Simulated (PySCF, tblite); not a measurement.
# C₄H₉F₃Si₂: geometry, infrared bands, NMR shifts, electronic excitations and core binding energies

Wanted: the infrared bands, NMR shifts, electronic excitations and core binding energies of C₄H₉F₃Si₂ (`FC(F)(F)C1C[SiH2][SiH2]C1`), by calculation.

Programs: tblite 0.8.0 and PySCF 2.14.0, with density-fitted response routines of our own. Each step states its level of theory. These are calculated values for one molecule in the gas phase, unless marked as measured. Atoms are numbered from 0 throughout.

## 1. The starting structure

18 atoms, charge 0, multiplicity 1; geometry from: force field or distance geometry start.

Bonds of the start (Å): F0–C1 1.37, C1–F2 1.35, C1–F3 1.36, C1–C4 1.52, C4–C5 1.56, C5–Si6 1.90, Si6–Si7 2.34, Si7–C8 1.91, C8–C4 1.55, C4–H9 1.10, C5–H10 1.10, C5–H11 1.09, Si6–H12 1.49, Si6–H13 1.48, Si7–H14 1.49, Si7–H15 1.49, C8–H16 1.09, C8–H17 1.10.

## 2. Relaxing the molecule with GFN2-xTB

The job: settings as JSON, then the geometry in Å.

```
{"job": {"kind": "relax", "xc": "GFN2-xTB", "basis": "xTB"}, "charge": 0, "multiplicity": 1}
F      2.521900    -0.645700     1.295000
C      1.726400     0.329900     0.760000
F      0.936300     0.776100     1.753600
F      2.539300     1.349500     0.389700
C      0.945400    -0.210400    -0.426900
C      0.084800     0.877300    -1.142300
Si    -1.567100     1.196000    -0.250800
Si    -1.590400    -0.932100     0.720400
C      0.063500    -1.439500    -0.091800
H      1.701100    -0.545800    -1.150100
H     -0.152600     0.532900    -2.155500
H      0.640800     1.813900    -1.236700
H     -1.429300     2.273300     0.773100
H     -2.657900     1.428200    -1.227900
H     -2.709000    -1.793900     0.238300
H     -1.469600    -0.892700     2.207100
H      0.592100    -2.139500     0.555800
H     -0.184700    -1.971300    -1.022900
```

Started as:

```
$ OMP_NUM_THREADS=1 python probes_run.py task.json out
```

The driver reads the jobs from task.json and runs them one after another.

**Question.** This job is followed by: GFN2-xTB harmonic vibrations, gas phase; PBE0-D3(BJ)/def2-SVP geometry optimisation, gas phase; GIAO PBE0/pcSseg-1 NMR shielding, non-relativistic, gas phase; TDDFT B3LYP/def2-SVPD, vertical, gas phase, core orbitals frozen in the response; GIAO B97-2/pcSseg-1 NMR shielding, non-relativistic, gas phase; delta-SCF UKS SCAN, pcX-2 on the ionised atom, pcseg-1 elsewhere, spin-free X2C. What will the session give for the following? strongest single infrared mode (GFN2-xTB); zero-point energy (GFN2-xTB); rotational constants (main isotopes); 13C shifts against TMS (PBE0/pcSseg-1, means over atoms taken as alike); 1H shifts against TMS (PBE0/pcSseg-1, means over atoms taken as alike); 19F shifts against CFCl3 (PBE0/pcSseg-1, means over atoms taken as alike); 29Si shifts against TMS (PBE0/pcSseg-1, means over atoms taken as alike); lowest singlet (B3LYP/def2-SVPD); brightest single state of those computed; lowest triplet; vertical ionisation energy (ΔSCF); C1s binding energies, SCAN/pcX-2; F1s binding energies, SCAN/pcX-2; Si1s binding energies, SCAN/pcX-2; Si2p binding energies, SCAN/pcX-2; range of the shift of Si6.

The runs gave:

```
                                                                 quantity                               value
                                strongest single infrared mode (GFN2-xTB)               2212 cm⁻¹, 489 km/mol
                                             zero-point energy (GFN2-xTB)                       74.7 kcal/mol
                                     rotational constants (main isotopes)                1.80, 0.94, 0.81 GHz
  13C shifts against TMS (PBE0/pcSseg-1, means over atoms taken as alike)               134.0, 43.6, 11.4 ppm
   1H shifts against TMS (PBE0/pcSseg-1, means over atoms taken as alike)    3.91, 3.83, 2.72, 1.59, 0.63 ppm
19F shifts against CFCl3 (PBE0/pcSseg-1, means over atoms taken as alike)                           -86.6 ppm
 29Si shifts against TMS (PBE0/pcSseg-1, means over atoms taken as alike)                           -64.5 ppm
                                         lowest singlet (B3LYP/def2-SVPD)         6.46 eV (192 nm), f = 0.046
                                 brightest single state of those computed         state 3, 7.09 eV, f = 0.230
                                                           lowest triplet                             5.90 eV
                                        vertical ionisation energy (ΔSCF)                             9.58 eV
                                         C1s binding energies, SCAN/pcX-2  C1 297.95, C4 291.55, C5 290.43 eV
                                         F1s binding energies, SCAN/pcX-2                        F0 693.84 eV
                                        Si1s binding energies, SCAN/pcX-2                      Si6 1845.96 eV
                                        Si2p binding energies, SCAN/pcX-2                       Si6 106.46 eV
                                                range of the shift of Si6                  -64.5 to -61.7 ppm
```

In words: Over 50 steps the energy fell by 0.232 eV; of the close pairs, Si6–H12 changed most, 1.493 to 1.464 Å (GFN2-xTB). All 48 modes are real, so the xTB geometry is a minimum. The strongest single mode, at 2212 cm⁻¹, moves mainly H13 and H14. GFN2-xTB is a fitted tight-binding method: band positions and strengths are rough. Its intensities can rank the bands wrongly. Over 7 steps the energy fell by 0.195 eV; of the close pairs, F0–C1 changed most, 1.377 to 1.335 Å (PBE0/def2-SVP). No frequency check was run at this level, so the end point may be a saddle. At PBE0/pcSseg-1: The largest span, 162 ppm, is at F0, F2, F3, where the paramagnetic term is -211 ppm. The lowest singlet, at 6.46 eV, is HOMO→LUMO 0.97 and is weak; of the 10 states computed, the strongest absorption comes from state 3 at 7.09 eV. The lowest triplet lies 0.56 eV below the lowest singlet (triplets in Tamm-Dancoff, singlets in full TDDFT). The orbital energy would give 7.55 eV for ionisation, ΔSCF gives 9.58 eV. The C1s levels kept as sound span 7.51 eV, from C5 (sp3 CH2 bonded to Si) up to C1 (CF3 carbon). Across the 2 runs the shift of Si6 (with its like atoms) moves most, between -64.5 (PBE0/pcSseg-1) and -61.7 ppm (B97-2/pcSseg-1).
